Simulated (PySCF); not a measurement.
**[LaF3(NH3)]−: other functionals and bases at one geometry**

The task here is to estimate one member of a computed series from the others.

The runs use PySCF 2.14.0; several levels, as the steps say, no spin–orbit coupling.

1 further run of the same task is left out (for a known fault of the program).

## The starting structure

8 atoms, charge -1, spin multiplicity 1.

Bond lengths: La1–F2 2.321 Å, La1–F3 2.321 Å, La1–F4 2.321 Å, La1–N5 2.895 Å, N5–H6 1.018 Å, N5–H7 1.018 Å, N5–H8 1.018 Å. Angles: F2–La1–F3 120.0°, F2–La1–F4 120.0°, F2–La1–N5 91.1°, F3–La1–F4 120.0°, F3–La1–N5 91.1°, F4–La1–N5 91.1°, La1–N5–H6 111.0°, La1–N5–H7 111.0°, La1–N5–H8 111.0°, H6–N5–H7 107.9°, H6–N5–H8 107.9°, H7–N5–H8 107.9°.

As a file:

```xyz
8
F3H3LaN
La    0.1961   -0.1961    0.1961
F     1.1687    1.6737    1.1687
F    -1.6737   -1.1687    1.1687
F     1.1687   -1.1687   -1.6737
N    -1.4751    1.4751   -1.4751
H    -2.0738    2.0738   -0.9101
H    -0.9101    2.0738   -2.0738
H    -2.0738    0.9101   -2.0738
```

Formal oxidation states: La +2. Each metal's 1 4f electrons lie in its core potential, so multiplicities, spins and levels count the valence alone. For divalent La, Ce, Gd or Lu the extra electron is normally 5d or 6s, so this core forces an excited configuration. An earlier session relaxed this geometry at PBE0, La lcecp-0-SVP with ECP47, F def2-SVP, N def2-SVP, H def2-SVP (singlet, point group C3v).

At PBE0 on the finer grid: E = -381.783594 Eh, frontier levels not given, since the 4f levels lie in the core, Mulliken charge on La1 +0.68 e, largest force component 0.002 eV/Å. 

Levels to run: TPSS; B3LYP; PBE0, TZVP. Hardware: 2 threads of Arm Neoverse V1, shared host.

The first run:

File run.py (the lines that set the calculation):

```python
mol = gto.M(atom='''
La     0.19614    -0.19614     0.19614
F      1.16870     1.67365     1.16870
F     -1.67365    -1.16870     1.16870
F      1.16870    -1.16870    -1.67365
N     -1.47510     1.47510    -1.47510
H     -2.07379     2.07379    -0.91010
H     -0.91010     2.07379    -2.07379
H     -2.07379     0.91010    -2.07379''',
    basis={'La': 'lcecp-0-SVP', 'F': 'def2-SVP', 'N': 'def2-SVP', 'H': 'def2-SVP'},
    ecp={'La': 'lcecp-0-SVP'},
    charge=-1, spin=0)
mf = dft.RKS(mol, xc='TPSS')
mf.grids.atom_grid = (75, 302)  # f atoms: unpruned, at least (60, 302)
mf = mf.density_fit()  # fitting sets: La AutoAux, F def2-universal-JKFIT, N def2-universal-JKFIT, H def2-universal-JKFIT
mf.conv_tol = 1e-08; mf.max_cycle = 55
mf.kernel(dm0)  # dm0: the density of the relaxed state
```

The run is started by

```console
OMP_NUM_THREADS=2 python run.py
```

Steps of the session up to this table: TPSS; B3LYP; PBE0, TZVP.

One of the session's tables, all rows but one given; the rest of the session is left out.

| level | charge on La1 (e) | dipole (D) | largest force component (eV/Å) |
| --- | --- | --- | --- |
| PBE0 (relaxed here) | 0.68 | 4.09 | 0.00 |
| TPSS | ? | ? | ? |
| B3LYP | 0.61 | 4.08 | 0.11 |
| PBE0, TZVP | 1.10 | 3.80 | 0.32 |

Estimate the missing values for TPSS.

As computed: charge on La1 (e): 0.52; dipole (D): 4.05; largest force component (eV/Å): 0.22. In the column «charge on La1 (e)» it is the lowest.

The dipole of a charged species depends on the origin, so these sizes hold for this origin alone.

The largest leftover force, 0.32 eV/Å with PBE0, TZVP, stands at a geometry relaxed at another level. With 4f in the core, its levels are missing from HOMO and gap, and its count is fixed, so no charge can pass from the ligands into it. Total energies of different levels can't be compared.
